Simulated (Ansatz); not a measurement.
Crystal: B.

```xyz
2
Lattice="1.6246 0.0000 0.0000 0.0000 2.8662 0.0000 0.0000 0.0000 3.9144" Properties=species:S:1:pos:R:3 pbc="T T T"
B     0.0000    1.4331    2.3849
B     0.8123    0.0000    1.5295
```

The cell was built by a generator and needn't be a form met in nature.

* Program: Ansatz 0.2.0
* Task: relaxation of cell and atoms
* Functional: HSEsol
* Potentials or basis: Ansatz PAW
* Cutoff: 420 eV (not typed: the program's choice for these potentials)
* k mesh: 8 × 5 × 4
* Occupations: fermi-dirac, width 0.05 eV
* Spin: no spin polarisation

At the start: volume 9.11 Å³/atom.

Where does the relaxation end?

It ends after 12 steps and the volume is 9.49 Å³/atom (+4.1 %); space group Pmmn (No. 59, to 0.05 Å).

The path:
| step | energy change (eV) | largest force (eV/Å) | volume (Å³) |
| --- | --- | --- | --- |
| 1 | 0.0000 | 0.2691 | 18.23 |
| 2 | -0.0127 | 0.2395 | 17.89 |
| 3 | -0.0286 | 0.1780 | 17.96 |
| 4 | -0.0335 | 0.0095 | 18.20 |
| 5 | -0.0350 | 0.0344 | 18.41 |
| 6 | -0.0359 | 0.0096 | 18.77 |
| 7 | -0.0358 | 0.0073 | 18.84 |
| 8 | -0.0358 | 0.0002 | 18.85 |
| 9 | -0.0372 | 0.0013 | 18.85 |
| 10 | -0.0372 | 0.0015 | 18.94 |
| 11 | -0.0371 | 0.0012 | 18.98 |
| 12 | -0.0373 | 0.0010 | 18.98 |

Final structure:
```xyz
2
Lattice="1.5976 0.0000 0.0000 0.0000 2.8647 0.0000 0.0000 0.0000 4.1469" Properties=species:S:1:pos:R:3 pbc="T T T"
B     0.0000    1.4323    2.5428
B     0.7988    0.0000    1.6041
```

Caveat: the k mesh is coarse (spacing up to 0.48 Å⁻¹), so the values aren't converged, least of all with exact exchange; the plane-wave basis is chosen anew once the cell has moved, so the energies of steps on either side of that aren't comparable; the PAW data sets come from PBE, with cores solved anew for the run's functional, which leaves a small shift of forces and pressure.
